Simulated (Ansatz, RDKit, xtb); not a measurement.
**Isomers of C4H2FN3, a sample narrowed down**

A sample of isomers of C4H2FN3 is drawn. Aim: find which of them has the lowest free energy at 298.15 K, then its properties. The sample is small against all isomers, and the most stable one of this formula need not be in it.

The funnel: GFN2-xTB relaxations, single points with a density functional, relaxations at PBE0-D3(BJ)/def2-SVP, harmonic vibrations (at GFN2-xTB), and a last energy at a higher level. All values are calculated.

## 1. Possible bonding patterns

Isomers were taken from a list of plausible structures; this is a sample, not all of them. That gives 9 candidates.

```
label            SMILES     spin
 c040    N#Cc1cn[nH]c1F  singlet
 c128    N#Cc1[nH]ncc1F  singlet
 c467    N#Cc1n[nH]cc1F  singlet
 c484     N#Cn1cc(F)cn1  singlet
 c522    N#Cc1c[nH]nc1F  singlet
 c579       N#Cn1nccc1F  singlet
 c887  N#Cc1cc(F)n[nH]1  singlet
 c917     N#Cn1ccc(F)n1  singlet
 c924  N#Cc1cc(F)[nH]n1  singlet
```

Candidates are built by distance geometry, with a force field where one applies, in up to four conformers (letters a to d).

## 2. Cheap relaxation of all starts

All 9 starts are relaxed the same way. One of them, c579a (taken from a list of positional isomers, embedded by distance geometry and MMFF94), in full:

The input, start.xyz:

```xyz
10
c579a
C     -0.253911    -0.673199     2.624327
C      1.027312     0.014498    -0.626708
C      1.593210    -1.248690    -0.482574
C      1.143101    -1.659964     0.769351
F      1.455385    -2.792376     1.409647
N     -0.747024    -0.745994     3.648961
N      0.417419    -0.630389     1.250492
N      0.304613     0.396844     0.439200
H      1.130120     0.719232    -1.496305
H      2.261187    -1.770762    -1.160856
```

Run with:

```
$ xtb start.xyz --gfn 2 --opt
```

The log of the run, cut to the lines that bear on the results:

```text
* xtb version 6.7.1
[...]
          :  # basis functions                  34          :
[...]
          :  # electrons                        40          :
[...]
          :  Hamiltonian                  GFN2-xTB          :
[...]
          :  net charge                          0          :
          :  unpaired electrons                  0          :
[...]
   *** convergence criteria satisfied after 12 iterations ***
[...]
   *** GEOMETRY OPTIMIZATION CONVERGED AFTER 9 ITERATIONS ***
[...]
   *** convergence criteria satisfied after 3 iterations ***
[...]
         ::                     SUMMARY                     ::
         :::::::::::::::::::::::::::::::::::::::::::::::::::::
         :: total energy             -23.021588775196 Eh    ::
         :: gradient norm              0.000858458662 Eh/a0 ::
         :: HOMO-LUMO gap              4.036489387615 eV    ::
         ::.................................................::
         :: SCC energy               -23.336920290205 Eh    ::
         :: -> isotropic ES            0.023377984295 Eh    ::
         :: -> anisotropic ES          0.004002734165 Eh    ::
         :: -> anisotropic XC          0.022284662127 Eh    ::
         :: -> dispersion             -0.007356147009 Eh    ::
         :: repulsion energy           0.315331515009 Eh    ::
         :: add. restraining           0.000000000000 Eh    ::
         :: total charge               0.000000000000 e     ::
         :::::::::::::::::::::::::::::::::::::::::::::::::::::
[...]
        20        2.0000           -0.4376990             -11.9104 (HOMO)
        21                         -0.2893607              -7.8739 (LUMO)
[...]
     #   Z          covCN         q      C6AA      α(0)
     1   6          1.845     0.174    26.984     8.392
     2   6          3.133     0.042    26.850     8.482
     3   6          2.994    -0.084    30.096     8.999
     4   6          2.906     0.208    23.599     7.966
     5   9          0.785    -0.187    11.103     3.936
     6   7          0.911    -0.189    25.095     7.245
     7   7          3.020     0.097    19.561     6.569
     8   7          1.998    -0.197    26.059     7.571
     9   1          0.926     0.067     2.113     2.273
    10   1          0.927     0.069     2.095     2.263
[...]
     #   Z sym  total        # sym  WBO       # sym  WBO       # sym  WBO
 ---------------------------------------------------------------------------
     1   6      3.952 --     6      2.782     7      1.127
     2   6      3.978 --     8      1.586     3      1.290     9      0.964
     3   6      3.974 --     4      1.522     2      1.290    10      0.969
     4   6      3.867 --     3      1.522     7      1.146     5      0.990
                             8      0.138
     5   9      1.144 --     4      0.990
     6   7      3.016 --     1      2.782
     7   7      3.680 --     4      1.146     1      1.127     8      1.126
     8   7      2.969 --     2      1.586     7      1.126     4      0.138
     9   1      0.993 --     2      0.964
    10   1      0.994 --     3      0.969
 ---------------------------------------------------------------------------
[...]
molecular dipole:
                 x           y           z       tot (Debye)
 q only:        0.367       0.160      -0.879
   full:        0.760      -0.109      -1.378       4.008
molecular quadrupole (traceless):
[...]
          | TOTAL ENERGY              -23.021588775196 Eh   |
          | GRADIENT NORM               0.000858458662 Eh/α |
          | HOMO-LUMO GAP               4.036489387615 eV   |
           -------------------------------------------------
[...]
```

Run time: 0.071 s. Hardware: 2 threads of Arm Neoverse V1, shared host.

## 3. What the search left

9 of the 9 relaxations converged. 9 distinct structures remain:

```
label  start      SMILES after     spin  energy (kcal/mol)
c917a  drawn     N#Cn1ccc(F)n1  singlet                0.0
c522a  drawn    N#Cc1c[nH]nc1F  singlet                1.8
c887a  drawn  N#Cc1cc(F)n[nH]1  singlet                2.1
c484a  drawn     N#Cn1cc(F)cn1  singlet                2.5
c579a  drawn       N#Cn1nccc1F  singlet                2.9
c040a  drawn    N#Cc1cn[nH]c1F  singlet                2.9
c924a  drawn  N#Cc1cc(F)[nH]n1  singlet                3.7
c128a  drawn    N#Cc1[nH]ncc1F  singlet                4.7
c467a  drawn    N#Cc1n[nH]cc1F  singlet                5.6
```

## 4. Second filter: single points

A choice of the minima (the low ones first, few conformers of a pattern, up to a cap) and the lowest that fell apart get a single point at r2SCAN-D4/def2-SVP on the tight-binding geometry, and one at HF/STO-3G for comparison. Some singlets are also tried as triplets at the same geometry (label ending in t). The first, c917a:

The input, input.yaml:

```yaml
crystal:
  periodic: [false, false, false]
  atoms:
    - symbol: C
      position_ang: [1.009585, -1.751501, 2.575606]
    - symbol: C
      position_ang: [1.710881, -1.100674, 0.370839]
    - symbol: C
      position_ang: [1.112195, -0.406026, -0.640122]
    - symbol: C
      position_ang: [-0.163236, -0.082856, -0.118017]
    - symbol: F
      position_ang: [-1.105579, 0.593729, -0.745209]
    - symbol: N
      position_ang: [1.212807, -2.269373, 3.574088]
    - symbol: N
      position_ang: [0.811258, -1.158790, 1.400974]
    - symbol: "N"
      position_ang: [-0.339782, -0.532095, 1.096471]
    - symbol: H
      position_ang: [2.678873, -1.552174, 0.451326]
    - symbol: H
      position_ang: [1.499337, -0.155451, -1.604610]
basis:
  gaussian:
    orbitals: def2-SVP
hamiltonian:
  xc: r2scan
  dispersion: d4
scf:
  lower_state_search: "off"
output: {orbitals: {seedname: orbitals}}
```

Run with:

```
$ ansatz run input.yaml --threads 2 --pin off --max-ram 5220MiB --events-out events.jsonl --progress --plain --runs-dir runs
```

The log of the run, cut to the lines that bear on the results:

```text
Warning: RAYON_NUM_THREADS=2 ignored (pool sized by the plan → 2); use --threads N
Functional definition: r2SCAN
  name "r2SCAN"
[...]
1412 factors; their error is unknown
[...]
mean field -11350.43827998 eV, -417.1209131860 hartree, gradient 5.6e-6 eV, S^2 0.000000; 0 other end points of the search recorded, 0 dependent functions left out
reference -11350.43828665 eV, -417.1209134310 hartree; 28, 28 occupied and 94, 94 virtual orbitals, 1412 factors
Total energy: -11350.50469209 eV, -417.1233537859 hartree
Checks for a lower state left out: stability, starts, cluster_reference, orbital_swaps, neighbouring_geometries, increment
```

Run time: 2.7 s. Hardware: 2 threads of Arm Neoverse V1, shared host; peak memory 0.15 GiB.

Relative energies in kcal/mol, each column from its lowest structure that stays in one piece:

```
 label            SMILES     spin  GFN2-xTB  HF/STO-3G  r2SCAN-D4/def2-SVP
 c522a    N#Cc1c[nH]nc1F  singlet       1.8        0.1                 0.0
 c887a  N#Cc1cc(F)n[nH]1  singlet       2.1        3.1                 1.6
 c040a    N#Cc1cn[nH]c1F  singlet       2.9        0.0                 3.5
 c924a  N#Cc1cc(F)[nH]n1  singlet       3.7        2.0                 4.9
 c128a    N#Cc1[nH]ncc1F  singlet       4.7        5.3                 7.0
 c467a    N#Cc1n[nH]cc1F  singlet       5.6        4.8                 7.4
 c917a     N#Cn1ccc(F)n1  singlet       0.0       14.2                18.0
 c579a       N#Cn1nccc1F  singlet       2.9       14.5                22.3
 c484a     N#Cn1cc(F)cn1  singlet       2.5       17.7                24.1
c887at  N#Cc1cc(F)n[nH]1  triplet         –          –                92.1
c522at    N#Cc1c[nH]nc1F  triplet         –          –               102.6
c040at    N#Cc1cn[nH]c1F  triplet         –          –               108.6
```

## 5. Third filter: density-functional geometries

6 candidates are relaxed at PBE0-D3(BJ)/def2-SVP (chosen among the lowest in one piece). The first, c522a:

The input, input.yaml:

```yaml
basis:
  gaussian: {orbitals: def2-SVP}
crystal:
  periodic: [false, false, false]
  atoms:
    - {symbol: C, position_ang: [0.530020, -0.553005, 2.609387]}
    - {symbol: C, position_ang: [0.729241, -0.792243, 1.241816]}
    - {symbol: C, position_ang: [1.380964, 0.000890, 0.310060]}
    - {symbol: C, position_ang: [0.307353, -1.912651, 0.479040]}
    - {symbol: F, position_ang: [-0.362946, -2.956184, 0.925797]}
    - {symbol: "N", position_ang: [0.365238, -0.362123, 3.726784]}
    - {symbol: N, position_ang: [1.313110, -0.645975, -0.863776]}
    - {symbol: N, position_ang: [0.665820, -1.807611, -0.777941]}
    - {symbol: H, position_ang: [1.864602, 0.948943, 0.428133]}
    - {symbol: H, position_ang: [1.683459, -0.356478, -1.755781]}
hamiltonian: {xc: {name: PBE0}, dispersion: d3bj}
scf: {lower_state_search: "off"}
relax: {f_tol: 0.006}
```

Run with:

```
$ ansatz run input.yaml --threads 2 --pin off --max-ram 5220MiB --events-out events.jsonl --progress --plain --runs-dir runs
```

The log of the run, cut to the lines that bear on the results:

```text
Warning: RAYON_NUM_THREADS=2 ignored (pool sized by the plan → 2); use --threads N
[...]
Functional definition: PBE0
  name "PBE0"
[...]
1401 factors; integrals over basis functions are off by at most 3.9e-4 eV
[...]
mean field -11344.85632044 eV, -416.9157799562 hartree, gradient 2.5e-6 eV, S^2 0.000000; 0 other end points of the search recorded, 0 dependent functions left out
[...]
reference -11344.85633950 eV, -416.9157806566 hartree; 28, 28 occupied and 94, 94 virtual orbitals, 1401 factors
relax step   1: F+E_penalty+E_count = -11345.07186920 eV  Δ(F+E_penalty+E_count) = +0.000e0 eV  max|allowed force component| = 1.802e0 eV/Å  Δτ_max = 0.0000 Å  (17 SCF iters, accepted)
[...]
relax step   5: F+E_penalty+E_count = -11345.10884576 eV  Δ(F+E_penalty+E_count) = -2.246e-5 eV  max|allowed force component| = 1.101e-2 eV/Å  Δτ_max = 0.0019 Å  (14 SCF iters, accepted)
[...]
Atom 1 at     0.728166    -0.794979     1.240330 Å, force    -0.000477     0.003591    -0.001178 eV/Å
Atom 2 at     1.382711     0.003338     0.307167 Å, force     0.001960    -0.000914     0.002760 eV/Å
Atom 3 at     0.309466    -1.912919     0.469433 Å, force     0.000552    -0.002623    -0.001977 eV/Å
Atom 4 at    -0.354959    -2.945084     0.916288 Å, force    -0.000131    -0.000224    -0.000441 eV/Å
Atom 5 at     0.359198    -0.362343     3.752149 Å, force    -0.000162     0.000333     0.001329 eV/Å
Atom 6 at     1.307551    -0.655298    -0.860087 Å, force    -0.003285    -0.003448    -0.003869 eV/Å
Atom 7 at     0.660262    -1.821550    -0.786793 Å, force     0.001548     0.002833     0.003752 eV/Å
Atom 8 at     1.876109     0.966227     0.416657 Å, force     0.000450     0.000639     0.000624 eV/Å
Atom 9 at     1.681674    -0.359197    -1.752672 Å, force    -0.000198     0.000480    -0.000030 eV/Å
Dipole moment:     0.495631     0.501087    -0.938583 e Å
Checks for a lower state left out: stability, starts, cluster_reference, orbital_swaps, neighbouring_geometries, increment
```

Run time: 19 s. Hardware: 2 threads of Arm Neoverse V1, shared host; peak memory 0.27 GiB.

Energy change by step (eV): 0.0000, -0.0347, -0.0368, -0.0370, -0.0370, -0.0370.

After the run. Bond lengths: C1–C2 1.416 Å, C2–C3 1.392 Å, C2–C4 1.421 Å, C4–F5 1.306 Å, C1–N6 1.159 Å, C3–N7 1.342 Å, C4–N8 1.307 Å, N7–N8 1.336 Å, C3–H9 1.087 Å, N7–H10 1.012 Å. Some angles: C1–C2–C3 128.6°, C1–C2–C4 128.4°, C3–C2–C4 103.1°, C2–C1–N6 179.7°, C2–C3–N7 106.0°, C2–C4–F5 125.9°, C2–C4–N8 112.8°, F5–C4–N8 121.4°, C3–N7–N8 114.1°, C4–N8–N7 104.1°.

## 6. Ranking at PBE0-D3(BJ)/def2-SVP

```
label     spin  r2SCAN-D4/def2-SVP (kcal/mol)  PBE0-D3(BJ)/def2-SVP, relaxed (kcal/mol)  time
c522a  singlet                            0.0                                       0.0  19 s
c887a  singlet                            1.6                                       2.1  19 s
c040a  singlet                            3.5                                       3.3  25 s
c924a  singlet                            4.9                                       4.8  23 s
c467a  singlet                            7.4                                       7.3  20 s
c128a  singlet                            7.0                                       7.4  17 s
```

c522a: Bond lengths: C1–C2 1.416 Å, C2–C3 1.392 Å, C2–C4 1.421 Å, C4–F5 1.306 Å, C1–N6 1.159 Å, C3–N7 1.342 Å, C4–N8 1.307 Å, N7–N8 1.336 Å, C3–H9 1.087 Å, N7–H10 1.012 Å. Some angles: C1–C2–C3 128.6°, C1–C2–C4 128.4°, C3–C2–C4 103.1°, C2–C1–N6 179.7°, C2–C3–N7 106.0°, C2–C4–F5 125.9°, C2–C4–N8 112.8°, F5–C4–N8 121.4°, C3–N7–N8 114.1°, C4–N8–N7 104.1°.

c887a: Bond lengths: C1–C2 1.419 Å, C2–C3 1.390 Å, C3–C4 1.405 Å, C4–F5 1.311 Å, C1–N6 1.159 Å, C4–N7 1.316 Å, C2–N8 1.360 Å, N7–N8 1.323 Å, C3–H9 1.086 Å, N8–H10 1.013 Å. Some angles: C1–C2–C3 131.1°, C1–C2–N8 122.5°, C3–C2–N8 106.5°, C2–C1–N6 179.3°, C2–C3–C4 102.7°, C3–C4–F5 126.3°, C3–C4–N7 113.3°, F5–C4–N7 120.4°, C4–N7–N8 104.4°, C2–N8–N7 113.0°.

c040a: Bond lengths: C1–C2 1.415 Å, C2–C3 1.426 Å, C2–C4 1.386 Å, C4–F5 1.304 Å, C1–N6 1.160 Å, C3–N7 1.316 Å, C4–N8 1.341 Å, N7–N8 1.340 Å, C3–H9 1.089 Å, N8–H10 1.013 Å. Some angles: C1–C2–C3 129.5°, C1–C2–C4 127.6°, C3–C2–C4 102.8°, C2–C1–N6 179.6°, C2–C3–N7 111.9°, C2–C4–F5 130.9°, C2–C4–N8 107.6°, F5–C4–N8 121.5°, C3–N7–N8 105.3°, C4–N8–N7 112.4°.

c924a: Bond lengths: C1–C2 1.428 Å, C2–C3 1.421 Å, C3–C4 1.372 Å, C4–F5 1.309 Å, C1–N6 1.158 Å, C4–N7 1.351 Å, C2–N8 1.331 Å, N7–N8 1.327 Å, C3–H9 1.085 Å, N7–H10 1.014 Å. Some angles: C1–C2–C3 126.6°, C1–C2–N8 120.9°, C3–C2–N8 112.5°, C2–C1–N6 178.3°, C2–C3–C4 102.4°, C3–C4–F5 131.5°, C3–C4–N7 108.1°, F5–C4–N7 120.4°, C4–N7–N8 112.6°, C2–N8–N7 104.4°.

## 7. Vibrations and thermal terms

The lowest few go on as finalists. In this search the thermal terms come from GFN2-xTB at its own nearest minimum. The first, c522a:

The input, start.xyz:

```xyz
10
c522a
C      0.526684    -0.554632     2.621047
C      0.728166    -0.794979     1.240330
C      1.382711     0.003338     0.307167
C      0.309466    -1.912919     0.469433
F     -0.354959    -2.945084     0.916288
N      0.359198    -0.362343     3.752149
N      1.307551    -0.655298    -0.860087
N      0.660262    -1.821550    -0.786793
H      1.876109     0.966227     0.416657
H      1.681674    -0.359197    -1.752672
```

Run with:

```
$ xtb start.xyz --gfn 2 --ohess tight
```

The log of the run, cut to the lines that bear on the results:

```text
* xtb version 6.7.1
[...]
          :  # basis functions                  34          :
[...]
          :  # electrons                        40          :
[...]
          :  Hamiltonian                  GFN2-xTB          :
[...]
          :  net charge                          0          :
          :  unpaired electrons                  0          :
[...]
   *** convergence criteria satisfied after 12 iterations ***
[...]
   *** GEOMETRY OPTIMIZATION CONVERGED AFTER 8 ITERATIONS ***
[...]
   *** convergence criteria satisfied after 3 iterations ***
[...]
         ::                     SUMMARY                     ::
         :::::::::::::::::::::::::::::::::::::::::::::::::::::
         :: total energy             -23.023335423664 Eh    ::
         :: gradient norm              0.000131178058 Eh/a0 ::
         :: HOMO-LUMO gap              4.313530339984 eV    ::
         ::.................................................::
         :: SCC energy               -23.339179140394 Eh    ::
         :: -> isotropic ES            0.027422284328 Eh    ::
         :: -> anisotropic ES          0.003692006637 Eh    ::
         :: -> anisotropic XC          0.022864873583 Eh    ::
         :: -> dispersion             -0.007241433568 Eh    ::
         :: repulsion energy           0.315843716730 Eh    ::
         :: add. restraining           0.000000000000 Eh    ::
         :: total charge               0.000000000000 e     ::
         :::::::::::::::::::::::::::::::::::::::::::::::::::::
[...]
        20        2.0000           -0.4323854             -11.7658 (HOMO)
        21                         -0.2738660              -7.4523 (LUMO)
[...]
molecular dipole:
                 x           y           z       tot (Debye)
 q only:        0.835       0.918      -1.416
   full:        1.050       1.153      -1.783       6.020
molecular quadrupole (traceless):
[...]
          | TOTAL ENERGY              -23.023335423664 Eh   |
          | TOTAL ENTHALPY            -22.955988598897 Eh   |
          | TOTAL FREE ENERGY         -22.993971633757 Eh   |
          | GRADIENT NORM               0.000131255141 Eh/α |
[...]
```

It took 0.19 s on 2 threads of Arm Neoverse V1, shared host.

## 8. Thermal terms of the finalists

As xtb prints them, at 298.15 K, with its own treatment of low modes:

```
label            SMILES     spin  lowest mode (cm⁻¹)  zero-point (kcal/mol)  G − E (kcal/mol)
c522a    N#Cc1c[nH]nc1F  singlet                 129                   37.7              18.4
c887a  N#Cc1cc(F)n[nH]1  singlet                 127                   37.6              18.3
c040a    N#Cc1cn[nH]c1F  singlet                 129                   37.7              18.4
c924a  N#Cc1cc(F)[nH]n1  singlet                 129                   37.6              18.3
c467a    N#Cc1n[nH]cc1F  singlet                 130                   37.6              18.3
c128a    N#Cc1[nH]ncc1F  singlet                 129                   37.6              18.3
```

## 9. Last filter: a higher level

Single points at CCSD(T)/def2-SVP + MP2/def2-TZVPP - MP2/def2-SVP on the refined geometries decide the order.

c522a, CCSD(T)/def2-SVP:

The input, input.yaml:

```yaml
basis:
  gaussian: {orbitals: def2-SVP}
crystal:
  periodic: [false, false, false]
  atoms:
    - {symbol: C, position_ang: [0.526684, -0.554632, 2.621047]}
    - {symbol: C, position_ang: [0.728166, -0.794979, 1.240330]}
    - {symbol: C, position_ang: [1.382711, 0.003338, 0.307167]}
    - {symbol: C, position_ang: [0.309466, -1.912919, 0.469433]}
    - {symbol: F, position_ang: [-0.354959, -2.945084, 0.916288]}
    - {symbol: "N", position_ang: [0.359198, -0.362343, 3.752149]}
    - {symbol: "N", position_ang: [1.307551, -0.655298, -0.860087]}
    - {symbol: N, position_ang: [0.660262, -1.821550, -0.786793]}
    - {symbol: H, position_ang: [1.876109, 0.966227, 0.416657]}
    - {symbol: H, position_ang: [1.681674, -0.359197, -1.752672]}
magnetization: {spin_polarized: false}
correlation: {method: ccsd_t, frozen_orbitals: {F: 1, C: 1, "N": 1, H: 0}}
```

Run with:

```
$ ansatz run input.yaml --threads 2 --pin off --max-ram 5220MiB --events-out events.jsonl --progress --plain --runs-dir runs
```

The log of the run, cut to the lines that bear on the results:

```text
Warning: RAYON_NUM_THREADS=2 ignored (pool sized by the plan → 2); use --threads N
Functional definition: HF
  name "HF"
[...]
1247 factors; integrals over basis functions are off by at most 1.2e-3 eV
[...]
mean field -11294.15318930 eV, -415.0524742547 hartree, gradient 1.0e-6 eV, S^2 0.000000; 0 other end points of the search recorded, 0 dependent functions left out
8 core orbitals not correlated: weight in the atoms' cores, before any rotation towards them, 1.000 or more for the frozen orbitals, at most 0.000 for the correlated occupied ones
reference -11294.15318930 eV, -415.0524742547 hartree; 20, 20 occupied and 94, 94 virtual orbitals, 1247 factors
second order -31.69835135 eV of doubles, -0.00000000 eV of singles
cycle   1  -31.03559355 eV  change    6.6e-1 eV  update   1.5e-1
[...]
cycle  10  -32.15402090 eV  change   -1.1e-6 eV  update   1.9e-5
perturbative correction -1.30214566 eV, -0.0478529704 hartree
Total energy: -11327.60935586 eV, -416.2819656984 hartree
```

Run time: 31 s. Hardware: 2 threads of Arm Neoverse V1, shared host; peak memory 0.82 GiB.

(Part 1 of 2 ends here.)
